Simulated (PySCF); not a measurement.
# SnGe: bond curves at several levels of theory

One table from this session's results is given with a row withheld; the runs are named, their logs left out.

Program: PySCF 2.14.0. Level of theory: Sn def2-SVP with ECP28, Ge def2-SVP, scalar-relativistic core potentials. These are calculated values, not measurements.

Set-up of the first run:

The job is set up so:

```yaml
atoms: Sn, Ge
charge: 0
basis: Sn def2-SVP with ECP28, Ge def2-SVP
Hamiltonian: scalar-relativistic core potentials
basis_functions: 58
electrons_treated: 54
masses_in_u: 119.9022, 73.9212
levels: PBE0, PBE, r²SCAN, r²SCANh, B97-3, M06-L, LC-ωPBE, HF, MP2, SCS-MP2, CCSD, CCSD(T)
grid: 80 radial by 434 angular points
occupations: held fixed by the projection of orbital angular momentum
dissociation_limit: Sn + Ge, each in its ground configuration
starting_distance_in_angstrom: 2.510
values_of_2S_to_try: 0, 2, 4
```

Launch:

```console
> OMP_NUM_THREADS=1 python dia.py task.json out
```

Among the steps run: Set-up; The PBE0 curve of the state that the search chose; Excited determinants; PBE; r²SCAN; r²SCANh (hybrid meta-GGA); B97-3 (global hybrid GGA); M06-L (meta-GGA); LC-ωPBE; UHF (mean field); Adding correlation.

One table of the session follows, with a row left open; its other results are not shown here.

Differences from CCSD(T) in the same basis:

```
      level  Re (mÅ)  ωe (%)
        UHF      -63   +15.3
    UHF-MP2      -21    +2.7
UHF-SCS-MP2      -28    +5.2
   UHF-CCSD      -16    +3.9
        PBE      +16    -3.6
     r²SCAN      -20    +1.9
      M06-L       +9    -1.7
    r²SCANh      -32    +4.2
       PBE0      -28    +4.2
      B97-3        ?       ?
    LC-ωPBE     -103   +18.9
```

**Question.** Estimate the row for B97-3.

The run gave: Re (mÅ): -6; ωe (%): +1.8. In the column «Re (mÅ)» it lies between UHF-CCSD (-16) and M06-L (+9).
